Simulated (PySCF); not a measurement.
# [CeI2]+: from a template to the relaxed complex

Task: relax [CeI2]+, compute its harmonic modes and analyse its electrons. It is a constructed species; whether it can be made isn't addressed.

The runs use PySCF 2.14.0; PBE0, Ce lcecp-1-SVP with ECP47, I def2-SVP with ECP28; scalar-relativistic core potentials, no spin–orbit coupling.

1 further run of the same task is left out (for a known fault of the program).

## 1. Where the work starts

3 atoms, charge 1, spin multiplicity 1.

Bond lengths: Ce1–I2 3.039 Å, Ce1–I3 3.039 Å. Angles: I2–Ce1–I3 131.8°.

As a file:

```xyz
3
CeI2
Ce    0.00000    0.00000    0.00000
I     2.77370    0.00000    1.24130
I    -2.77370    0.00000    1.24130
```

Formal oxidation states: Ce +3. Each metal's 1 4f electrons lie in its core potential, so multiplicities, spins and levels count the valence alone.

## 2. SCF at the start, singlet

Contents of run.py (the lines that set the calculation):

```python
mol = gto.M(atom='''
Ce     0.00000     0.00000     0.00000
I      2.77370     0.00000     1.24130
I     -2.77370     0.00000     1.24130''',
    basis={'Ce': 'lcecp-1-SVP', 'I': 'def2-SVP'},
    ecp={'Ce': 'lcecp-1-SVP', 'I': 'def2-SVP'},
    charge=1, spin=0)
mf = dft.RKS(mol, xc='PBE0')
mf.grids.atom_grid = (50, 194)  # f atoms: unpruned, at least (60, 302)
mf = mf.density_fit()  # fitting sets: Ce AutoAux, I def2-universal-JKFIT
mf.conv_tol = 1e-08; mf.max_cycle = 55
mf.kernel(dm0)  # dm0: free metal ions and neutral atoms
```

Started as:

```sh
> OMP_NUM_THREADS=2 python run.py
```

Output:

```text
init E= -627.297430859925
  HOMO = -0.462502968815186  LUMO = -0.280339018542392  gap/eV = 4.95693
cycle= 1 E= -627.477199103317  delta_E= -0.18  |g|= 0.353  |ddm|= 1.87
  HOMO = -0.388166837399962  LUMO = -0.359234158921614  gap/eV = 0.78730
cycle= 2 E= -626.580397478321  delta_E= 0.897  |g|= 1.63  |ddm|= 2.72
  HOMO = -0.412152442316476  LUMO = -0.287966658698416  gap/eV = 3.37927
cycle= 3 E= -627.538812713236  delta_E= -0.958  |g|= 0.11  |ddm|= 1.98
  HOMO = -0.428486481459247  LUMO = -0.295429508694878  gap/eV = 3.62066
cycle= 4 E= -627.541338280041  delta_E= -0.00253  |g|= 0.0478  |ddm|= 0.182
  HOMO = -0.428886461534165  LUMO = -0.288321688567128  gap/eV = 3.82496
cycle= 5 E= -627.542452281157  delta_E= -0.00111  |g|= 0.00535  |ddm|= 0.0831
  HOMO = -0.428788437795367  LUMO = -0.287585428517365  gap/eV = 3.84233
cycle= 6 E= -627.542460854073  delta_E= -8.57e-06  |g|= 0.000896  |ddm|= 0.00884
  HOMO = -0.428822058757268  LUMO = -0.287555647463826  gap/eV = 3.84405
cycle= 7 E= -627.542461229909  delta_E= -3.76e-07  |g|= 0.000295  |ddm|= 0.00208
  HOMO = -0.428815194208621  LUMO = -0.28755518858688  gap/eV = 3.84388
cycle= 8 E= -627.542461266851  delta_E= -3.69e-08  |g|= 0.000123  |ddm|= 0.000609
  HOMO = -0.428809737418196  LUMO = -0.287570161689815  gap/eV = 3.84332
cycle= 9 E= -627.542461275592  delta_E= -8.74e-09  |g|= 2.15e-05  |ddm|= 0.000281
  HOMO = -0.428807633826819  LUMO = -0.287578030434633  gap/eV = 3.84305
Extra cycle  E= -627.542461275144  delta_E= 4.48e-10  |g|= 4.04e-05  |ddm|= 0.000117
converged SCF energy = -627.542461275144
```

Wall time 3.6 s (2 threads of Intel Xeon Platinum 8488C (Sapphire Rapids), shared host); peak memory 0.36 GiB.

It gives: E = -627.542461 Eh, HOMO -11.67 eV, LUMO -7.83 eV, Mulliken charge on Ce1 +1.31 e. 

## 3. Relaxation, singlet

Steps are kept in the start's point group, C2v.

Contents of run.py (the lines that set the calculation):

```python
mol = gto.M(atom='''
Ce     0.00000     0.00000    -0.80021
I      2.77370     0.00000     0.44109
I     -2.77370     0.00000     0.44109''',
    basis={'Ce': 'lcecp-1-SVP', 'I': 'def2-SVP'},
    ecp={'Ce': 'lcecp-1-SVP', 'I': 'def2-SVP'},
    charge=1, spin=0)
mf = dft.RKS(mol, xc='PBE0')
mf.grids.atom_grid = (50, 194)  # f atoms: unpruned, at least (60, 302)
mf = mf.density_fit()  # fitting sets: Ce AutoAux, I def2-universal-JKFIT
mf.conv_tol = 1e-08; mf.max_cycle = 55
mf.kernel(dm0)  # dm0: an SCF of this state at this start
# quasi-Newton relaxation in Cartesian coordinates to a largest gradient under 0.00045 Eh/bohr, steps kept in the point group
```

Started as:

```sh
> OMP_NUM_THREADS=2 python run.py
```

The driver keeps no SCF log for this step, only its results.

It took 31 s on 2 threads of Intel Xeon Platinum 8488C (Sapphire Rapids), shared host.

Along the way:

| step | energy from step 1 (eV) | largest force component (eV/Å) |
| --- | --- | --- |
| 1 | 0.0000 | 1.3850 |
| 2 | -0.2164 | 0.8250 |
| 3 | -0.3234 | 0.5011 |
| 4 | -0.3585 | 0.2840 |
| 5 | -0.4016 | 0.2467 |
| 6 | -0.4110 | 0.1419 |
| 7 | -0.4148 | 0.0036 |

Close pairs (by a distance rule), those that changed most:

| bond | before (Å) | after (Å) | change (Å) |
| --- | --- | --- | --- |
| Ce1–I2 | 3.039 | 2.838 | -0.200 |
| Ce1–I3 | 3.039 | 2.838 | -0.200 |

It ends in C2v at E = -627.557705 Eh.

| atom | x (Å) | y (Å) | z (Å) |
| --- | --- | --- | --- |
| Ce1 | 0.0000 | 0.0000 | -1.1205 |
| I2 | 2.2566 | 0.0000 | 0.6012 |
| I3 | -2.2566 | 0.0000 | 0.6012 |

## 4. The relaxed geometry turned into its symmetry frame

Contents of run.py (the lines that set the calculation):

```python
mol = gto.M(atom='''
Ce     0.00000     0.00000    -1.10994
I      2.25659     0.00000     0.61182
I     -2.25659     0.00000     0.61182''',
    basis={'Ce': 'lcecp-1-SVP', 'I': 'def2-SVP'},
    ecp={'Ce': 'lcecp-1-SVP', 'I': 'def2-SVP'},
    charge=1, spin=0)
mf = dft.RKS(mol, xc='PBE0')
mf.grids.atom_grid = (50, 194)  # f atoms: unpruned, at least (60, 302)
mf = mf.density_fit()  # fitting sets: Ce AutoAux, I def2-universal-JKFIT
mf.conv_tol = 1e-08; mf.max_cycle = 55
mf.kernel(dm0)  # dm0: free metal ions and neutral atoms
```

Started as:

```sh
> OMP_NUM_THREADS=2 python run.py
```

Output:

```text
init E= -627.387874112935
  HOMO = -0.470236870426634  LUMO = -0.281948592234693  gap/eV = 5.12359
cycle= 1 E= -627.508374186531  delta_E= -0.121  |g|= 0.335  |ddm|= 2.07
  HOMO = -0.384075284761412  LUMO = -0.315479483584081  gap/eV = 1.86659
cycle= 2 E= -627.310175682788  delta_E= 0.198  |g|= 0.804  |ddm|=  1.8
  HOMO = -0.418802639247706  LUMO = -0.25912339375523  gap/eV = 4.34509
cycle= 3 E= -627.552146278838  delta_E= -0.242  |g|= 0.12  |ddm|= 1.27
  HOMO = -0.42714312702841  LUMO = -0.275312000575894  gap/eV = 4.13154
cycle= 4 E= -627.557111224444  delta_E= -0.00496  |g|= 0.037  |ddm|= 0.227
  HOMO = -0.428526686329223  LUMO = -0.271447607103858  gap/eV = 4.27434
cycle= 5 E= -627.557696206521  delta_E= -0.000585  |g|= 0.0048  |ddm|= 0.0566
  HOMO = -0.42847907904925  LUMO = -0.270902123403957  gap/eV = 4.28789
cycle= 6 E= -627.557705145076  delta_E= -8.94e-06  |g|= 0.000505  |ddm|= 0.00818
  HOMO = -0.428445393373062  LUMO = -0.270850504410616  gap/eV = 4.28838
cycle= 7 E= -627.557705234403  delta_E= -8.93e-08  |g|= 0.000249  |ddm|= 0.00106
  HOMO = -0.428444506756264  LUMO = -0.270876060514781  gap/eV = 4.28766
cycle= 8 E= -627.557705261031  delta_E= -2.66e-08  |g|= 6.05e-05  |ddm|= 0.000421
  HOMO = -0.428442454590023  LUMO = -0.270885214826602  gap/eV = 4.28735
cycle= 9 E= -627.557705262921  delta_E= -1.89e-09  |g|= 5.76e-06  |ddm|= 0.000133
  HOMO = -0.428441721454581  LUMO = -0.270885784757912  gap/eV = 4.28732
Extra cycle  E= -627.557705262923  delta_E= -2.39e-12  |g|= 6.34e-06  |ddm|= 2.16e-05
converged SCF energy = -627.557705262923
```

Run time: 1.1 s. Hardware: 2 threads of Intel Xeon Platinum 8488C (Sapphire Rapids), shared host.

Read off: E = -627.557705 Eh, HOMO -11.66 eV, LUMO -7.37 eV, Mulliken charge on Ce1 +1.17 e. 

## 5. Frequencies and infrared intensities

Edit run.py (the lines that set the calculation) of step 4 so:

```diff
@@ -10,3 +10,4 @@
 mf = mf.density_fit()  # fitting sets: Ce AutoAux, I def2-universal-JKFIT
-mf.conv_tol = 1e-08; mf.max_cycle = 55
-mf.kernel(dm0)  # dm0: free metal ions and neutral atoms
+mf.conv_tol = 1e-10; mf.max_cycle = 55
+mf.kernel(dm0)  # dm0: the density of the relaxed state
+# Hessian and dipole derivatives by central differences of gradients, 0.02 bohr
```

Started as:

```sh
> OMP_NUM_THREADS=2 python run.py
```

The driver keeps no SCF log for this step, only its results.

It took 35 s on 2 threads of Intel Xeon Platinum 8488C (Sapphire Rapids), shared host.

Point group C2v; negative numbers are unstable modes, and those under 60 cm⁻¹ are near the numerical noise:

| cm⁻¹ | km/mol | symmetry |
| --- | --- | --- |
| 40 | 1.8 | a1 |
| 207 | 15.1 | a1 |
| 219 | 59.3 | b2 |

## 6. Properties on a finer grid

Contents of run.py (the lines that set the calculation):

```python
mol = gto.M(atom='''
Ce     0.00000     0.00000    -1.12051
I      2.25659     0.00000     0.60125
I     -2.25659     0.00000     0.60125''',
    basis={'Ce': 'lcecp-1-SVP', 'I': 'def2-SVP'},
    ecp={'Ce': 'lcecp-1-SVP', 'I': 'def2-SVP'},
    charge=1, spin=0)
mf = dft.RKS(mol, xc='PBE0')
mf.grids.atom_grid = (75, 302)  # f atoms: unpruned, at least (60, 302)
mf = mf.density_fit()  # fitting sets: Ce AutoAux, I def2-universal-JKFIT
mf.conv_tol = 1e-09; mf.max_cycle = 55
mf.kernel(dm0)  # dm0: the density of the relaxed state
```

Started as:

```sh
> OMP_NUM_THREADS=2 python run.py
```

Output:

```text
init E= -627.557708663662
  HOMO = -0.428442088358414  LUMO = -0.270883685517027  gap/eV = 4.28738
cycle= 1 E= -627.557708680873  delta_E= -1.72e-08  |g|= 3.87e-05  |ddm|= 0.000337
  HOMO = -0.428436627625035  LUMO = -0.270893882567442  gap/eV = 4.28696
cycle= 2 E= -627.557708679849  delta_E= 1.02e-09  |g|= 6.17e-05  |ddm|= 0.000171
  HOMO = -0.428440079290172  LUMO = -0.270886889329686  gap/eV = 4.28724
cycle= 3 E= -627.557708681533  delta_E= -1.68e-09  |g|= 1.17e-05  |ddm|= 0.000122
  HOMO = -0.428440001122659  LUMO = -0.27088796498986  gap/eV = 4.28721
cycle= 4 E= -627.557708681584  delta_E= -5.02e-11  |g|= 2.66e-06  |ddm|= 2.01e-05
  HOMO = -0.4284397586285  LUMO = -0.27088761802648  gap/eV = 4.28721
Extra cycle  E= -627.557708681586  delta_E= -2.27e-12  |g|= 2.78e-06  |ddm|= 7.67e-06
converged SCF energy = -627.557708681586
```

Run time: 7.8 s. Hardware: 2 threads of Intel Xeon Platinum 8488C (Sapphire Rapids), shared host.

Read off: E = -627.557709 Eh, HOMO -11.66 eV, LUMO -7.37 eV, Mulliken charge on Ce1 +1.17 e, largest force component 0.003 eV/Å. 

Löwdin charges:

| atom | value (e) |
| --- | --- |
| Ce1 | 0.47 |
| I2 | 0.27 |
| I3 | 0.27 |

Mulliken charges: Ce1 +1.17, I2 -0.08, I3 -0.08 e.

Contacts (the nearest donor of each ligand) and Mayer bond orders:

| contact | distance (Å) | bond order |
| --- | --- | --- |
| Ce1–I2 (I) | 2.838 | 1.50 |
| Ce1–I3 (I) | 2.838 | 1.50 |

Mulliken populations of Ce1 outside the core potential: s 2.22, p 6.17, d 1.42, f 0.03.

Orbitals, density, ELF and potential are computed afterwards from the orbital file.

Frontier orbitals at PBE0, with the share of their density that lies nearest to each atom:

| orbital | energy (eV) | lies on |
| --- | --- | --- |
| HOMO-1 | -12.09 | I2, I3 about 46 % each; Ce1 9 % |
| HOMO | -11.66 | I2, I3 about 49 % each |
| LUMO | -7.37 | Ce1 94 % |

ELF in a plane through or near 3 of the atoms.

Values, 10 rows by 14 columns:
```
0.00 0.00 0.00 0.03 0.04 0.02 0.00 0.00 0.00 0.03 0.04 0.01 0.00 0.00
0.00 0.00 0.03 0.12 0.16 0.09 0.01 0.00 0.02 0.14 0.16 0.07 0.01 0.00
0.00 0.09 0.42 0.71 0.74 0.61 0.15 0.01 0.36 0.69 0.74 0.57 0.19 0.01
0.02 0.31 0.78 0.52 0.48 0.76 0.41 0.08 0.68 0.63 0.42 0.74 0.53 0.09
0.05 0.48 0.74 0.57 0.66 0.51 0.49 0.11 0.74 0.44 0.35 0.43 0.71 0.18
0.04 0.45 0.79 0.47 0.43 0.58 0.48 0.69 0.35 0.55 0.40 0.71 0.64 0.17
0.00 0.24 0.60 0.75 0.62 0.25 0.73 0.04 0.73 0.36 0.76 0.68 0.40 0.05
0.00 0.01 0.11 0.21 0.09 0.26 0.88 0.86 0.78 0.09 0.18 0.17 0.03 0.00
0.00 0.00 0.00 0.01 0.02 0.07 0.32 0.38 0.22 0.03 0.01 0.00 0.00 0.00
0.00 0.00 0.00 0.00 0.00 0.01 0.01 0.01 0.01 0.00 0.00 0.00 0.00 0.00
```
The map spans 9.7 Å across and 7.5 Å up, centred on the molecule. Atoms in the plane (x, y in Å): Ce1 (0.0, -1.1), I2 (-2.3, 0.6), I3 (2.3, 0.6).

On the surface of density 0.002 e/bohr³ the electrostatic potential runs, from the 1st to the 99th percentile, from 3.10 V near I3 to 10.92 V near Ce1.

## 7. Outcome

```
                                              quantity                           value
                                 state and point group     singlet in the valence, C2v
                                                 modes   40 to 219 cm⁻¹, none unstable
strongest infrared band (modes within 1.5 cm⁻¹ summed)            219 cm⁻¹ (59 km/mol)
                                     zero-point energy                        0.029 eV
                               ideal gas, 298 K, 1 bar  S = 354.4, Cp = 56.8 J/(mol K)
                                 metal–ligand contacts                          2.84 Å
                                       frontier levels   HOMO -11.66 eV, LUMO -7.37 eV
                       dipole about the centre of mass                          8.58 D
                                   mean polarisability                         14.4 Å³
```

All modes are real within the noise of the softest ones, so the structure is a minimum. The metal carries +0.47 e by Löwdin's partition against a formal +3, and bond orders to the nearest donors reach 1.50. Both measures hang on the basis. One start shape was tried, so another isomer may lie lower. These are double-zeta-type bases without diffuse functions. Spin–orbit coupling is left out.
